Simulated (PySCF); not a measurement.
## AlBrH2: atomic charges with PBE

The system is AlBrH2, in a box.

```
CELL_PARAMETERS angstrom
12.00000 0.00000 0.00000
0.00000 12.00000 0.00000
0.00000 0.00000 11.00000
ATOMIC_POSITIONS crystal
Al 0.45987 0.51380 0.48281
Br 0.60910 0.56237 0.58785
H 0.42341 0.39424 0.48015
H 0.39274 0.61593 0.41458
```

The cell isn't the ideal one: atoms moved at random, drawn with an rms of 0.05 Å.

* Program: PySCF 2.14.0
* Task: atomic charges
* Functional: PBE
* Potentials or basis: def2-svp (all-electron)
* k mesh: 1 × 1 × 1
* Occupations: fixed
* Spin: no spin polarisation
* Exponents discarded below (exp_to_discard): 0 1/bohr^2
* conv_tol: 1e-07 Ha
* max_cycle: 60
* Relativity: none
* Coulomb method: Gaussian density fitting (GDF)
* Grid for exchange and correlation: Becke, atom-centred

```
Gap between the frontier levels : 4.52 eV
Meta-löwdin charges             : Al +0.51; Br -0.25; H -0.14, -0.12 e
```

Levels at points of the mesh, in eV from the valence-band top:
```csv
k point,band 23,band 24,band 25,band 26,band 27,band 28
"(0.00, 0.00, 0.00)",-1.09,-0.72,0.00,4.52,6.48,7.45
```

Wall time 11 s on 2 threads of Intel(R) Xeon(R) Processor @ 2.70GHz (shared host), peak memory 1.9 GiB.

Caveat: this is a molecule in a periodic box at the Γ point, so its band gap is the HOMO-LUMO gap; population charges move with the basis; relativity is left out, which matters for the heavier elements; the basis of atomic orbitals isn't converged, which shifts pressures, moduli and gaps.
